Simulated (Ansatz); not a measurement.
# CH2FNOSi: molecular dynamics

Purpose: to follow the molecule's vibrations and see whether its bonds hold. The start is relaxed first. Runs: 440 steps of 0.25 fs at constant energy, with velocities drawn for 1000 K. SMILES of the start: O=C1N[SiH]1F.

Program: Ansatz 0.2.0. Level of theory: RKS PBE0-D4/STO-3G. These are calculated values, not measurements.

### Step 1. Starting point

Bond lengths: O1–C2 1.251 Å, C2–N3 1.338 Å, C2–Si4 1.768 Å, N3–Si4 1.910 Å, Si4–F5 1.660 Å, N3–H6 1.042 Å, Si4–H7 1.449 Å. Angles: O1–C2–N3 145.1°, O1–C2–Si4 138.4°, N3–C2–Si4 74.5°, C2–N3–Si4 63.1°, C2–N3–H6 112.6°, Si4–N3–H6 111.2°, C2–Si4–N3 42.4°, C2–Si4–F5 114.1°, C2–Si4–H7 124.6°, N3–Si4–F5 99.3°, N3–Si4–H7 102.9°, F5–Si4–H7 113.0°.

Coordinates:

```xyz
7

O     0.2182   -1.8619    1.2251
C    -0.1112   -0.8343    0.5921
N    -0.6604    0.3823    0.6848
Si    0.3461    0.0067   -0.8948
F    -0.8710    0.1079   -2.0190
H    -0.1329    1.0120    1.3259
H     1.2723    1.1192   -0.9598
```

### Step 2. Relaxing the start

The input, input.yaml:

```yaml
crystal:
  periodic: [false, false, false]
  atoms:
    - { symbol: O, position_ang: [0.2182, -1.8619, 1.2251] }
    - { symbol: C, position_ang: [-0.1112, -0.8343, 0.5921] }
    - { symbol: "N", position_ang: [-0.6604, 0.3823, 0.6848] }
    - { symbol: Si, position_ang: [0.3461, 0.0067, -0.8948] }
    - { symbol: F, position_ang: [-0.871, 0.1079, -2.019] }
    - { symbol: H, position_ang: [-0.1329, 1.012, 1.3259] }
    - { symbol: H, position_ang: [1.2723, 1.1192, -0.9598] }
basis:
  gaussian: { orbitals: STO-3G }
hamiltonian:
  xc: pbe0
  dispersion: d4
relax:
  f_tol: 0.02
  max_steps: 40
scf:
  lower_state_search: "off"
```

The run is started by

```
ansatz run input.yaml --threads 1 --pin off --max-ram 2048MiB --backend cpu --events-out ev --progress --plain --runs-dir out
```

The runs that follow: Dynamics.

Before running it: what results should come out? Wanted: relaxation of the start; temperature, first and last step; temperature, second half; potential energy, second half; largest change of the total energy; bonds formed or broken.

**Answer**, as computed:

```
                          quantity                          value
           relaxation of the start        9 moves, 1.218 eV lower
                            length           440 steps of 0.25 fs
  temperature, first and last step                 1000 and 689 K
          temperature, second half  mean 459 K, from 206 to 691 K
     potential energy, second half    +50 meV/atom from the start
largest change of the total energy                  0.05 meV/atom
            bonds formed or broken                              0
```

**Reading.** The temperature starts at 1000 K and averages 459 K in the second half, where it ranges from 206 to 691 K; a mean near half the start is what vibrations about a minimum give, since they share energy equally between motion and strain. The total energy strays from its start by at most 0.05 meV/atom, 0.1 % of the mean kinetic energy, which is good for a step of 0.25 fs. The bonding pattern survives the run. 110 fs on 7 atoms is far too short and small for converged averages. The nuclei move classically, without zero-point motion, which matters most for hydrogen. In so small a basis the energies are only a sketch.
